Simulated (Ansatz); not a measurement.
# C₂H₁₀Al₂O₂: a ladder of functionals and wavefunction methods

One table from this session's results is given with a row withheld; the runs are named, their logs left out.

Computed with Ansatz 0.2.0, Gaussian basis. Level: functionals in def2-TZVPP, the program's frozen cores in correlated methods.

Levels to be run: LDA (SPW92), PBE-D4, revPBE-D4, BLYP-D4, r2SCAN-D4, B97M-V, PBE0-D4, B3LYP-D4, r2SCANh-D4, r2SCAN0-D4, HSE06-D4, BHLYP-D4, CAM-B3LYP-D4, LC-ωPBE, ωB97X-V, ωB97M-V, B2PLYP, PBE-QIDH; CCSD(T)/def2-SVP; MP2/def2-TZVPP; MP2/def2-QZVPP; RPA on PBE.

**Structure used throughout**

All runs share one geometry, relaxed beforehand with PBE0-D4 in a triple-zeta def2 set.

SMILES `[CH3][Al@H-]1[OH+][Al@@H-]([CH3])[OH+]1`, 16 atoms, charge 0, spin multiplicity 1.

Atoms are counted from 1 here; the program's logs count them from 0.

Bond lengths: C1–Al2 1.950 Å, C1–H7 1.095 Å, C1–H8 1.095 Å, C1–H9 1.095 Å, Al2–O3 1.862 Å, Al2–O6 1.860 Å, Al2–H10 1.590 Å, O3–Al4 1.862 Å, O3–H11 0.958 Å, Al4–C5 1.950 Å, Al4–O6 1.860 Å, Al4–H12 1.590 Å, C5–H13 1.095 Å, C5–H14 1.095 Å, C5–H15 1.095 Å, O6–H16 0.957 Å. Angles: Al2–C1–H7 112.4°, Al2–C1–H8 111.3°, Al2–C1–H9 111.9°, H7–C1–H8 107.2°, H7–C1–H9 107.4°, H8–C1–H9 106.4°, C1–Al2–O3 114.0°, C1–Al2–O6 110.4°, C1–Al2–H10 122.4°, O3–Al2–O6 81.6°, O3–Al2–H10 108.4°, O6–Al2–H10 112.8°, Al2–O3–Al4 98.3°, Al2–O3–H11 121.1°, Al4–O3–H11 121.1°, O3–Al4–C5 114.0°, O3–Al4–O6 81.6°, O3–Al4–H12 108.4° and more.

Set-up of the first run:

in.yaml

```yaml
crystal:
  periodic: [false, false, false]
  atoms:
    - {symbol: C, position_ang: [-1.364800, 2.043873, -0.574036]}
    - {symbol: Al, position_ang: [-0.817248, 0.997998, 0.978624]}
    - {symbol: O, position_ang: [0.989066, 0.547907, 0.989996]}
    - {symbol: Al, position_ang: [0.818491, -1.263513, 0.596039]}
    - {symbol: C, position_ang: [1.370155, -1.737542, -1.213755]}
    - {symbol: O, position_ang: [-0.987393, -0.820261, 0.627017]}
    - {symbol: H, position_ang: [-0.911829, 1.680622, -1.501899]}
    - {symbol: H, position_ang: [-1.081000, 3.095768, -0.465446]}
    - {symbol: H, position_ang: [-2.451412, 2.030190, -0.712402]}
    - {symbol: H, position_ang: [-1.246777, 1.382791, 2.459834]}
    - {symbol: H, position_ang: [1.569231, 0.849098, 1.689814]}
    - {symbol: H, position_ang: [1.271007, -2.097931, 1.870997]}
    - {symbol: H, position_ang: [1.033040, -1.007822, -1.956672]}
    - {symbol: H, position_ang: [0.981279, -2.716195, -1.515534]}
    - {symbol: H, position_ang: [2.460295, -1.800898, -1.293723]}
    - {symbol: H, position_ang: [-1.632104, -1.184105, 0.021157]}
basis:
  gaussian: {orbitals: def2-TZVPP}
hamiltonian: {xc: lda}
output: {orbitals: {seedname: orbitals}}
```

The run is started by

```sh
ansatz run in.yaml --threads 4 --pin off --events-out ev --progress --plain --max-ram 11315MiB
```

Steps of the session up to this table: LDA; PBE-D4 (GGA); revPBE-D4 (GGA); BLYP-D4 (GGA); r2SCAN-D4 (meta-GGA); B97M-V (meta-GGA); B3LYP-D4 (hybrid); r2SCANh-D4 (hybrid); r2SCAN0-D4 (hybrid); HSE06-D4 (hybrid); BHLYP-D4 (hybrid); CAM-B3LYP-D4 (range-separated); LC-ωPBE (range-separated); ωB97X-V (range-separated); ωB97M-V (range-separated); B2PLYP (double hybrid); PBE-QIDH (double hybrid).

One of the session's tables, all rows but one given; the rest of the session is left out.

It belongs to the step «Orbital energies across the functionals». 

```
  functional  HOMO (eV)  gap (eV)
 LDA (SPW92)      -6.26      5.17
      PBE-D4      -6.18      5.31
   revPBE-D4      -6.14      5.38
     BLYP-D4      -6.09      5.27
   r2SCAN-D4      -6.48      6.12
      B97M-V      -6.59      5.90
     PBE0-D4      -7.48      7.41
    B3LYP-D4          ?         ?
  r2SCANh-D4      -6.95      6.84
  r2SCAN0-D4      -7.67      7.92
    HSE06-D4      -7.07      6.64
    BHLYP-D4      -8.71      9.33
CAM-B3LYP-D4      -8.88      9.62
     LC-ωPBE     -10.24     12.18
     ωB97X-V      -9.89     11.65
     ωB97M-V      -9.72     11.06
```

Estimate the missing values for B3LYP-D4.

Worked estimate for «HOMO (eV)». Against the share of exact exchange, BLYP-D4 (0, -6.09), BHLYP-D4 (0.5, -8.71) give a slope of -5.24 per unit share; at 0.2 the line stands at -7.14.

The run gave: HOMO (eV): -7.28; gap (eV): 6.94. In «HOMO (eV)» the line misses by +0.14.
